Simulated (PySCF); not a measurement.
**TeF: spin, charge, geometry and surroundings**

Aim: change spin, charge, geometry, field or solvent of TeF, one at a time, and compare with the base run.

Method: method and basis as typed in the scripts; program: PySCF 2.14.0.

5 further runs of the same task are left out: 2 for a known fault of the program, 3 that didn't finish.

**1. Where the work starts**

TeF: 2 atoms, charge 0, spin multiplicity 2.

Bond lengths: Te1–F2 1.838 Å.

**2. Base script**

input.py

```python
from pyscf import gto, dft

mol = gto.M(
    atom='Te 0 0 0; F 0 0 1.838',
    basis='lanl2dz',
    ecp={'Te': 'lanl2dz'},
    charge=0,
    spin=1,
    verbose=4,
)
mf = dft.UKS(mol, xc='mn15')
mf.kernel()
mf.stability(internal=True, external=True)
mf.dip_moment()
print('orbital energies (hartree):', [e[max(0, n-3):n+3].round(4) for e, n in zip(mf.mo_energy, mol.nelec)])
```

The run is started by

```console
python input.py
```

The log of this run is left out.

It gives: E(SCF) = -107.718250 Eh, 9 cycles, ⟨S²⟩ = 0.751, μ = 2.57 D, internal stable; real -> complex unstable; UHF/UKS -> GHF/GKS unstable.

The bond length is a typed value, not an optimised one.

**3. Electric field 0.001 a.u.**

Edit 1 changes electric field: none → 0.001 a.u.

input.py

```python
from pyscf import gto, dft

mol = gto.M(
    atom='Te 0 0 0; F 0 0 1.838',
    basis='lanl2dz',
    ecp={'Te': 'lanl2dz'},
    charge=0,
    spin=1,
    verbose=4,
)
mf = dft.UKS(mol, xc='mn15')
field = 0.001  # electric field along z, atomic units
h = mf.get_hcore() + field*mol.intor('int1e_r')[2]
mf.get_hcore = lambda *args: h
e_nuc = mol.energy_nuc() - field*mol.atom_charges() @ mol.atom_coords()[:, 2]
mf.energy_nuc = lambda *args: e_nuc
mf.kernel()
mf.stability(internal=True, external=True)
mf.dip_moment()
print('orbital energies (hartree):', [e[max(0, n-3):n+3].round(4) for e, n in zip(mf.mo_energy, mol.nelec)])
```

The run is started by

```console
python input.py
```

**4. Bond 2.059 Å**

Edit 2 changes bond length: 1.838 Å → 2.059 Å.

input.py, as its differences from that of step 2:

```diff
@@ -3,3 +3,3 @@
 mol = gto.M(
-    atom='Te 0 0 0; F 0 0 1.838',
+    atom='Te 0 0 0; F 0 0 2.059',
     basis='lanl2dz',
```

**5. Charge -1 (singlet)**

Edit 3 changes charge: 0 → -1; spin (2S): 1 → 0.

input.py, as its differences from that of step 2:

```diff
@@ -6,4 +6,4 @@
     ecp={'Te': 'lanl2dz'},
-    charge=0,
-    spin=1,
+    charge=-1,
+    spin=0,
     verbose=4,
```

**6. Bond 1.893 Å**

Edit 4 changes bond length: 1.838 Å → 1.893 Å.

input.py, as its differences from that of step 2:

```diff
@@ -3,3 +3,3 @@
 mol = gto.M(
-    atom='Te 0 0 0; F 0 0 1.838',
+    atom='Te 0 0 0; F 0 0 1.893',
     basis='lanl2dz',
```

Q: Predict the outcome of this session. Wanted: for each run, E(SCF); from base; gap, α spin; SCF dipole; after the SCF.

**Answer**, as computed:

| run | E(SCF) (hartree) | from base (eV) | cycles | gap, α spin (eV) | SCF dipole (D) | after the SCF |
| --- | --- | --- | --- | --- | --- | --- |
| base | -107.718250 | 0 | 9 | 5.88 | 2.57 | unstable: real -> complex, UHF/UKS -> GHF/GKS |
| electric field 0.001 a.u. | -107.717251 | +0.0272 | 9 | 5.88 | 2.51 | unstable: real -> complex, UHF/UKS -> GHF/GKS |
| bond 2.059 Å | -107.720731 | -0.0675 | 10 | 5.14 | 3.35 | unstable: real -> complex, UHF/UKS -> GHF/GKS |
| charge -1 (singlet) | -107.799675 | -2.2157 | 7 | 5.36 | n/a | stable |
| bond 1.893 Å | -107.722833 | -0.1247 | 9 | 5.70 | 2.78 | unstable: real -> complex, UHF/UKS -> GHF/GKS |

In words: Of the runs whose energies can be compared, “bond 1.893 Å” moves the SCF energy most (-0.125 eV). At the SCF level, adding an electron (to the singlet) releases 2.22 eV at fixed geometry.
